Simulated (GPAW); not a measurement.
# Te2Mo (P6_3/mmc) in GPAW: further runs

Aim: see how the results for Te2Mo move with the level of theory and the settings. Levels: LDA, GLLB-SC, TB-mBJ. Tasks: band structure, single point.

All numbers are computed with GPAW 26.7.0; they aren't measurements. Logs are shortened: lines on timing, memory, paths and dates and some standing lists are left out, and cuts for length are marked. The log counts tension as positive stress, the text compression.

**Measured values to compare with.**

From “Broadband infrared study of pressure-tunable Fano resonance and metallization transition in 2H-MoTe2”, 2022, pmc:9569381, for a bulk crystal of Te2Mo at 300 K: band gap 0.88 ± 0.05 eV (indirect).

The results are compared with them further down.

## (1) Starting point

The structure is hexagonal, space group P6_3/mmc (No. 194). The conventional cell has a = 3.518 Å, b = 3.518 Å, c = 13.974 Å, α = 90.00°, β = 90.00°, γ = 120.00°. Te (site symmetry 3m) is surrounded by 3 Mo at 2.72 Å. Around Mo (site symmetry -6m2) lie 6 Te at 2.72 Å.

## (2) Band structure, LDA, spin-orbit coupling, no magnetisation

File run.py:

```python
import numpy as np
from ase import Atoms
from ase.dft.bandgap import bandgap
from ase.io import write
from ase.units import GPa
from gpaw import GPAW, PW
from gpaw.spinorbit import soc_eigenstates

atoms = Atoms(['Te', 'Te', 'Te', 'Te', 'Mo', 'Mo'],
              cell=[[3.5182, 0.0, 0.0],
                    [-1.7591, 3.0468505756, 0.0],
                    [0.0, 0.0, 13.9736]],
              scaled_positions=[[0.3333333333, 0.6666666667, 0.621],
                                [0.6666666667, 0.3333333333, 0.121],
                                [0.3333333333, 0.6666666667, 0.879],
                                [0.6666666667, 0.3333333333, 0.379],
                                [0.3333333333, 0.6666666667, 0.25],
                                [0.6666666667, 0.3333333333, 0.75]],
              pbc=True)

calc = GPAW(mode=PW(600),
            xc='LDA',
            kpts={'size': (6, 6, 2), 'gamma': True},
            occupations={'name': 'fermi-dirac', 'width': 0.05},
            nbands=46,
            convergence={'density': 1e-05, 'energy': 1e-05},
            maxiter=150,
            txt='gpaw.txt')
atoms.calc = calc
energy = atoms.get_potential_energy()
forces = atoms.get_forces()
stress = atoms.get_stress()
calc.write('gs.gpw')
write('result.traj', atoms)
print(f'Energy: {energy:.6f} eV')
print('Forces (eV/A):')
print(forces.round(4))
print('Stress (GPa):', (stress / GPa).round(3))
print('Fermi level:', round(calc.get_fermi_level(), 4), 'eV')
print(f'Gap: {bandgap(calc)[0]:.4f} eV, direct: {bandgap(calc, direct=True)[0]:.4f} eV')

path = atoms.cell.bandpath('GMKGALHA,LM,KH', npoints=60, eps=1e-4)
bs_calc = calc.fixed_density(kpts=path, symmetry='off', nbands=73,
                             convergence={'bands': 'CBM+6.0', 'eigenstates': 1e-6}, txt='bands.txt')
bs = bs_calc.band_structure()
bs.write('bs.json')
print(f'Gap on the path: {bandgap(bs_calc)[0]:.4f} eV')

soc = soc_eigenstates(bs_calc, theta=0, phi=0)
np.savetxt('soc_bands.dat', soc.eigenvalues(), fmt='%.4f')
mesh = soc_eigenstates('gs.gpw', theta=0, phi=0)
np.savetxt('soc_mesh.dat', mesh.eigenvalues(), fmt='%.4f')
print('Fermi level with spin-orbit coupling:', round(mesh.fermi_level, 4), 'eV')
```

Potentials or basis: the program's PAW data sets (release 1.2.1) made for this functional, pw.

Launch:

```
$ OMP_NUM_THREADS=1 python run.py
```

gpaw.txt:

```text
__  _  _
 | _ |_)|_||  |
 |__||  | ||/\| - 26.7.0

Input parameters:
  mode=PW(ecut=600.0),
  convergence={'density': 1e-05, 'energy': 1e-05},
  kpts=MonkhorstPack(size=(6, 6, 2), gamma=True),
  maxiter=150,
  nbands=46,
  occupations=Occupations(name='fermi-dirac', width=0.05),
  xc=XC(name='LDA')

Diagonalizing LCAO Hamiltonian
Converting LCAO to pw mode

        Te

           Mo

        Te

           Te

        Mo

           Te

Atoms  # Å, Bohr magnetons
|   | symbol |         x |        y |         z |    initial magnetic moments |
|---|--------|-----------|----------|-----------|-----------------------------|
| 0 |     Te | -0.000000 | 2.031234 |  8.677606 | ( 0.0000,  0.0000,  0.0000) |
| 1 |     Te |  1.759100 | 1.015617 |  1.690806 | ( 0.0000,  0.0000,  0.0000) |
| 2 |     Te | -0.000000 | 2.031234 | 12.282794 | ( 0.0000,  0.0000,  0.0000) |
| 3 |     Te |  1.759100 | 1.015617 |  5.295994 | ( 0.0000,  0.0000,  0.0000) |
| 4 |     Mo | -0.000000 | 2.031234 |  3.493400 | ( 0.0000,  0.0000,  0.0000) |
| 5 |     Mo |  1.759100 | 1.015617 | 10.480200 | ( 0.0000,  0.0000,  0.0000) |

Unit cell  # Å
| periodic |         x |        y |         z |   lengths |     angles |
|----------|-----------|----------|-----------|-----------|------------|
|      yes |  3.518200 | 0.000000 |  0.000000 |  3.518200 |  90.000000 |
|      yes | -1.759100 | 3.046851 |  0.000000 |  3.518200 |  90.000000 |
|      yes |  0.000000 | 0.000000 | 13.973600 | 13.973600 | 120.000000 |

Number of symmetries: 12
Symmetry operations  # r_c * U_cc + t_c -> r_c
|    | kind |            matrix            |
|----|------|------------------------------|
|  0 |  σ   |  1, 1, 0,  0,-1, 0,  0, 0, 1 |
|  1 |  S6  |  1, 1, 0, -1, 0, 0,  0, 0,-1 |
|  2 |  E   |  1, 0, 0,  0, 1, 0,  0, 0, 1 |
|  3 |  C2  |  1, 0, 0, -1,-1, 0,  0, 0,-1 |
|  4 |  C2  |  0, 1, 0,  1, 0, 0,  0, 0,-1 |
|  5 |  C3  |  0, 1, 0, -1,-1, 0,  0, 0, 1 |
|  6 |  S6  |  0,-1, 0,  1, 1, 0,  0, 0,-1 |
|  7 |  σ   |  0,-1, 0, -1, 0, 0,  0, 0, 1 |
|  8 |  σ   | -1, 0, 0,  1, 1, 0,  0, 0, 1 |
|  9 |  i   | -1, 0, 0,  0,-1, 0,  0, 0,-1 |
| 10 |  C3  | -1,-1, 0,  1, 0, 0,  0, 0, 1 |
| 11 |  C2  | -1,-1, 0,  0, 1, 0,  0, 0,-1 |

BZ-sampling:
  Number of BZ points: 72
  Number of IBZ points: 14

  Monkhorst-Pack size: [6, 6, 2]
  Monkhorst-Pack shift: [0.08333333333333333, 0.08333333333333333, 0.25]

K-points  # in reciprocal-cell coordinates
|     |                                coordinates |     weight |
|-----|--------------------------------------------|------------|
|   0 | (  0.00000000,   0.00000000,   0.00000000) | 0.01388889 |
|   1 | (  0.00000000,   0.00000000,   0.50000000) | 0.01388889 |
|   2 | (  0.16666667,   0.00000000,   0.00000000) | 0.08333333 |
|   3 | (  0.16666667,   0.00000000,   0.50000000) | 0.08333333 |
|   4 | (  0.33333333,  -0.16666667,   0.00000000) | 0.08333333 |
|   5 | (  0.33333333,  -0.16666667,   0.50000000) | 0.08333333 |
|   6 | (  0.33333333,   0.00000000,   0.00000000) | 0.08333333 |
|   7 | (  0.33333333,   0.00000000,   0.50000000) | 0.08333333 |
|   8 | (  0.33333333,   0.33333333,   0.00000000) | 0.02777778 |
|   9 | (  0.33333333,   0.33333333,   0.50000000) | 0.02777778 |
| ... |                                            |            |
|  13 | (  0.50000000,   0.50000000,   0.50000000) | 0.04166667 |

Plane wave coefficients: 5028
Cutoff: 600.0 eV

Spin-components: 1 (collinear spins)
Bands:           46
Projectors:      32
Spin-degeneracy: 2
Datatype:        complex128

Parallelization:
  kpt:    1
  domain: 1
  band:   1

Density:
  Valence electrons: 52.0
  Components: 1
  Grid points: [20 20 80]
  Charge: 0.0  # |e|

Potential:
  Grid points: [20 20 80]

species:
  Te:
    name:    Tellurium
    Z:       52.0
    valence: 6
    core:    46
    charge:  0.0  # [|e|]
    compensation charges:
      type: gauss
      rc: 0.36  # [Å]
      lmax: 2
    cutoffs:
      filter: 2.09  # [Å]
      core: 3.17  # [Å]
    projectors
    | kind |    occ | energy [eV] | rcut [Å] |
    |------|--------|-------------|----------|
    |   5s |  2.000 |     -15.337 |    1.180 |
    |   5p |  4.000 |      -6.113 |    1.196 |
    |    s |        |      11.875 |    1.180 |
    |    p |        |      21.098 |    1.196 |
    |    d |        |       0.000 |    1.238 |

    Using partial waves for Te as LCAO basis

  Mo:
    name:    Molybdenum
    Z:       42.0
    valence: 14
    core:    28
    charge:  0.0  # [|e|]
    compensation charges:
      type: gauss
      rc: 0.38  # [Å]
      lmax: 2
    cutoffs:
      filter: 2.16  # [Å]
      core: 1.42  # [Å]
    projectors
    | kind |    occ | energy [eV] | rcut [Å] |
    |------|--------|-------------|----------|
    |   4s |  2.000 |     -64.384 |    1.238 |
    |   5s |  1.000 |      -4.319 |    1.238 |
    |   4p |  6.000 |     -38.595 |    1.296 |
    |   5p |  0.000 |      -1.161 |    1.296 |
    |   4d |  5.000 |      -3.933 |    1.296 |
    |    d |        |      23.278 |    1.296 |

    Using partial waves for Mo as LCAO basis

Reference energy: -958589.610648  # eV

eigensolver:
  PPCG
  Converge bands: occupied
  niter=2

density mixing:
  MSR1-Mixer
  Pratt-step length: 0.05
  Maximum mixing coefficient: 0.75
  Old densities: 10
  SVD Regularization: 0.005
  Good broyden scale: 1.0
  Trust region scale: 1.0
  Backstep threshold: 4.0
  History deletion threshold: 6.0
  Fourier metric: weight=20.0, sigma=0.015

occupation numbers:
  Fermi-Dirac:
    width: 0.0500  # eV

poisson solver:
  ecut: 4800.0  # eV

xc functional:
  name: None

convergence criteria:
[... 6 lines left out ...]
|iter     | |      energy | eigst |  dens |
|---------|-|-------------|-------|-------|
|iter:   1| |  -43.797920 | +0.47 |       |
|iter:   2| |  -43.573338 | -1.45 | -1.09 |
|iter:   3| |  -42.787461 | -1.46 | -1.12 |
|iter:   4| |  -42.451128 | -1.76 | -1.36 |
|iter:   5| |  -42.395609 | -2.56 | -1.79 |
|iter:   6| |  -42.399796 | -3.62 | -2.15 |
|iter:   7| |  -42.393494 | -4.15 | -2.43 |
|iter:   8| |  -42.393294 | -5.28 | -2.95 |
|iter:   9| |  -42.393290c| -6.35 | -3.49 |
|iter:  10| |  -42.393290c| -7.67c| -4.32 |
|iter:  11| |  -42.393290c| -8.43c| -5.11c|

Converged in 11 steps
Energy contributions relative to reference atoms: (reference = -958589.610648)

Energy contributions:
  Kinetic:          11.547051
  Coulomb:         -19.007336
  Zero:             -0.181322
  External:          0.000000
  Xc:              -34.751666
  Entropy:          -0.000034
  Spinorbit:         0.000000
  ----------------------------
  Free energy:     -42.393307
  Extrapolated:    -42.393290

dipole moment: (-0.000101, -0.000175, -0.000802)  # |e|*Ang

Fermi level: 8.192
Eigenvalues  # (at kpt = [0.000, 0.000, 0.000])
| band index |      eig [eV] | occ [0-2] |
|------------|---------------|-----------|
|          0 |       -52.878 |     2.000 |
|        ... |               |           |
|         18 |         6.010 |     2.000 |
|         19 |         6.774 |     2.000 |
|         20 |         6.775 |     2.000 |
|         21 |         6.775 |     2.000 |
|         22 |         6.810 |     2.000 |
|         23 |         6.810 |     2.000 |
[... 8 lines left out ...]
|         32 |        11.175 |     0.000 |
|         33 |        11.175 |     0.000 |
|        ... |               |           |
|         45 |        18.930 |     0.000 |

Gap: 0.789 eV
Transition (v -> c):
  (s=0, k=0, n=25, [0.00, 0.00, 0.00]) -> (s=0, k=4, n=26, [0.33, -0.17, 0.00])
Direct/indirect transitions are different
Direct gap: 1.022 eV
Transition at: (s=0, k=8, n=25, [0.33, 0.33, 0.00])

Forces  # eV/Ang
|        x |        y |        z |
|----------|----------|----------|
| -0.00000 |  0.00000 |  0.38727 |  # Te   0
|  0.00000 | -0.00000 |  0.38760 |  # Te   1
| -0.00000 |  0.00000 | -0.38760 |  # Te   2
|  0.00000 | -0.00000 | -0.38727 |  # Te   3
| -0.00000 | -0.00000 | -0.00015 |  # Mo   4
|  0.00000 |  0.00000 |  0.00015 |  # Mo   5

Stress tensor  # eV/Ang^3
|         x |         y |        z |
|-----------|-----------|----------|
|  0.023670 | -0.000000 | 0.000000 |
| -0.000000 |  0.023670 | 0.000000 |
|  0.000000 |  0.000000 | 0.024403 |

# Writing to gs.gpw (mode='')
```

Run time: 4.9 min. Hardware: 1 thread of Intel Xeon Platinum 8375C at 2.90GHz (Ice Lake), shared host; peak memory 0.79 GiB.

What came out:

* Free energy: -42.3933 eV
* Pressure: -3.8 GPa
* Largest force: 0.388 eV/Å
* Band gap on the k mesh: 0.78 eV, indirect (least direct gap 0.95 eV)
* Band gap along the path: 0.69 eV, indirect (least direct gap 0.95 eV)

Forces on the atoms (eV/Å):
```
Te   0.000  0.000  0.387
Te   0.000  0.000  0.388
Te   0.000  0.000 -0.388
Te   0.000  0.000 -0.387
Mo   0.000  0.000  0.000
Mo   0.000  0.000  0.000
```

Stress tensor (GPa, compression positive):
```
-3.79  0.00  0.00
 0.00 -3.79  0.00
 0.00  0.00 -3.91
```

Levels at the corners of the path, in eV from the valence-band top:
```
point  band 49  band 50  band 51  band 52  band 53  band 54  band 55  band 56
    Γ    -0.37    -0.37     0.00     0.00     2.47     2.48     2.61     2.61
    M    -0.58    -0.58    -0.33    -0.33     1.20     1.20     1.26     1.26
    K    -0.38    -0.38    -0.06    -0.06     0.89     0.89     0.92     0.92
    Γ    -0.37    -0.37     0.00     0.00     2.47     2.48     2.61     2.61
    A    -0.09    -0.09    -0.09    -0.09     2.52     2.52     2.52     2.52
    L    -0.46    -0.46    -0.46    -0.46     1.23     1.23     1.23     1.23
    H    -0.35    -0.35    -0.14    -0.14     0.89     0.89     0.94     0.94
    A    -0.09    -0.09    -0.09    -0.09     2.52     2.52     2.52     2.52
    L    -0.46    -0.46    -0.46    -0.46     1.23     1.23     1.23     1.23
    M    -0.58    -0.58    -0.33    -0.33     1.20     1.20     1.26     1.26
    K    -0.38    -0.38    -0.06    -0.06     0.89     0.89     0.92     0.92
    H    -0.35    -0.35    -0.14    -0.14     0.89     0.89     0.94     0.94
```

Caveat: spin-orbit coupling was added after a scalar SCF, so levels and gaps hold it while energy, forces, pressure and moments don't; this program's spin-orbit splittings come out too wide for heavy elements; the mesh misses the band edges, which the band path finds closer together.

## (3) Single point, GLLB-SC

File run.py:

```python
from ase import Atoms
from ase.dft.bandgap import bandgap
from ase.io import write
from gpaw import GPAW, PW

atoms = Atoms(['Te', 'Te', 'Te', 'Te', 'Mo', 'Mo'],
              cell=[[3.5182, 0.0, 0.0],
                    [-1.7591, 3.0468505756, 0.0],
                    [0.0, 0.0, 13.9736]],
              scaled_positions=[[0.3333333333, 0.6666666667, 0.621],
                                [0.6666666667, 0.3333333333, 0.121],
                                [0.3333333333, 0.6666666667, 0.879],
                                [0.6666666667, 0.3333333333, 0.379],
                                [0.3333333333, 0.6666666667, 0.25],
                                [0.6666666667, 0.3333333333, 0.75]],
              pbc=True)

calc = GPAW(mode=PW(600),
            xc='GLLBSC',
            kpts={'size': (6, 6, 2), 'gamma': True},
            occupations={'name': 'fermi-dirac', 'width': 0.05},
            nbands=46,
            convergence={'density': 1e-05, 'energy': 1e-05},
            maxiter=150,
            txt='gpaw.txt')
atoms.calc = calc
energy = atoms.get_potential_energy()
calc.write('gs.gpw')
write('result.traj', atoms)
print('Fermi level:', round(calc.get_fermi_level(), 4), 'eV')
print(f'Gap: {bandgap(calc)[0]:.4f} eV, direct: {bandgap(calc, direct=True)[0]:.4f} eV')
```

Potentials or basis: the program's PAW data sets (release 1.2.1) made for this functional, pw.

Launch:

```
$ OMP_NUM_THREADS=1 python run.py
```

It took 87 s on 1 thread of Intel Xeon Platinum 8375C at 2.90GHz (Ice Lake), shared host; peak memory 0.28 GiB.

Results (log left out):

```
Band gap on the k mesh, Kohn-Sham part alone : 0.92 eV, indirect (least direct gap 1.03 eV)
```

Levels at points of the mesh, in eV from the valence-band top:
```
           k point  band 23  band 24  band 25  band 26  band 27  band 28  band 29  band 30
(0.00, 0.00, 0.00)    -0.96    -0.96    -0.28     0.00     3.03     3.03     3.17     3.17
(0.00, 0.00, 0.50)    -0.97    -0.97    -0.07    -0.07     3.07     3.07     3.07     3.07
(0.50, 0.50, 0.00)    -1.00    -0.95    -0.52    -0.24     1.33     1.39     1.52     1.85
(0.50, 0.50, 0.50)    -0.96    -0.96    -0.38    -0.38     1.36     1.36     1.70     1.70
```

Caveat: a model potential gives levels but no total energy; spin-orbit coupling is left out, which moves the levels of the heavy elements.

## (4) Single point, TB-mBJ

Changes to run.py since step 3:

```diff
@@ -18,3 +18,3 @@
 calc = GPAW(mode=PW(600),
-            xc='GLLBSC',
+            xc='TB09',
             kpts={'size': (6, 6, 2), 'gamma': True},
@@ -23,2 +23,3 @@
             convergence={'density': 1e-05, 'energy': 1e-05},
+            eigensolver='cg',
             maxiter=150,
```

Potentials or basis: GPAW PAW data sets for LDA (gpaw-data 1.2.1), pw.

Launch:

```
$ OMP_NUM_THREADS=1 python run.py
```

Wall time 22 min (1 thread of Intel Xeon Platinum 8375C at 2.90GHz (Ice Lake), shared host); peak memory 0.42 GiB.

Results (log left out):

* Band gap on the k mesh: 0.92 eV, indirect (least direct gap 1.07 eV)

Levels at points of the mesh, in eV from the valence-band top:
| k point | band 22 | band 23 | band 24 | band 25 | band 26 | band 27 | band 28 | band 29 | band 30 | band 31 |
| --- | --- | --- | --- | --- | --- | --- | --- | --- | --- | --- |
| (0.00, 0.00, 0.00) | -1.09 | -1.09 | -0.99 | -0.38 | 0.00 | 2.91 | 2.91 | 3.05 | 3.05 | 3.12 |
| (0.00, 0.00, 0.50) | -1.11 | -1.11 | -1.11 | -0.09 | -0.09 | 2.95 | 2.95 | 2.95 | 2.95 | 3.28 |
| (0.50, 0.50, 0.00) | -1.86 | -0.91 | -0.88 | -0.64 | -0.36 | 1.26 | 1.33 | 1.50 | 1.82 | 2.69 |
| (0.50, 0.50, 0.50) | -1.96 | -0.88 | -0.88 | -0.50 | -0.50 | 1.29 | 1.29 | 1.67 | 1.67 | 3.14 |

Caveat: a model potential gives levels but no total energy; the PAW data sets were made with another functional, which shifts forces and pressure a little; spin-orbit coupling is left out, which moves the levels of the heavy elements.

## (5) Overview

| task | level | potentials or basis | spin | band path | band points | spin axis theta (degrees) | spin axis phi (degrees) | soc after scf | gap on the mesh (eV) |
| --- | --- | --- | --- | --- | --- | --- | --- | --- | --- |
| band structure | LDA | the program's PAW data sets (release 1.2.1) made for this functional, pw | SOC, no magnetisation | GMKGALHA,LM,KH | 60 | 0 | 0 | second variation | 0.78 |
| single point | GLLB-SC | the program's PAW data sets (release 1.2.1) made for this functional, pw | off | - | - | - | - | - | - |
| single point | TB-mBJ | GPAW PAW data sets for LDA (gpaw-data 1.2.1), pw | off | - | - | - | - | - | 0.92 |

Alike in all rows: cell as given; k mesh 6 × 6 × 2; cutoff (eV) 600; smearing fermi-dirac 0.05 eV.

Caveats: a model potential gives levels but no total energy (some runs); spin-orbit coupling is left out, which moves the levels of the heavy elements (some runs); spin-orbit coupling was added after a scalar SCF, so levels and gaps hold it while energy, forces, pressure and moments don't (some runs); this program's spin-orbit splittings come out too wide for heavy elements (some runs); the mesh misses the band edges, which the band path finds closer together (some runs); the PAW data sets were made with another functional, which shifts forces and pressure a little (some runs).

Total energies depend on the potentials used, so only differences within one code and one set of settings carry meaning.

## (6) Comparison with measurements

Step 2. A measured gap of Te2Mo is 0.88 eV (indirect; 300 K; quoted in “Broadband infrared study of pressure-tunable Fano resonance and metallization transition in 2H-MoTe2”, 2022, pmc:9569381); the calculated 0.69 eV misses it by -0.19 eV. The value is that of LDA, without temperature or zero-point motion. Semilocal functionals fall short of measured gaps as a rule.

Step 3. The gap isn't set beside the deposited one, since the derivative discontinuity is missing.

Step 4. Measured gap of Te2Mo: 0.88 eV (indirect; 300 K; quoted in “Broadband infrared study of pressure-tunable Fano resonance and metallization transition in 2H-MoTe2”, 2022, pmc:9569381). This calculation gives 0.92 eV (+0.04 eV). Spin-orbit coupling on Mo, Te is left out. The value is that of TB-mBJ on a finite k mesh, which can miss the band edges, without temperature or zero-point motion.
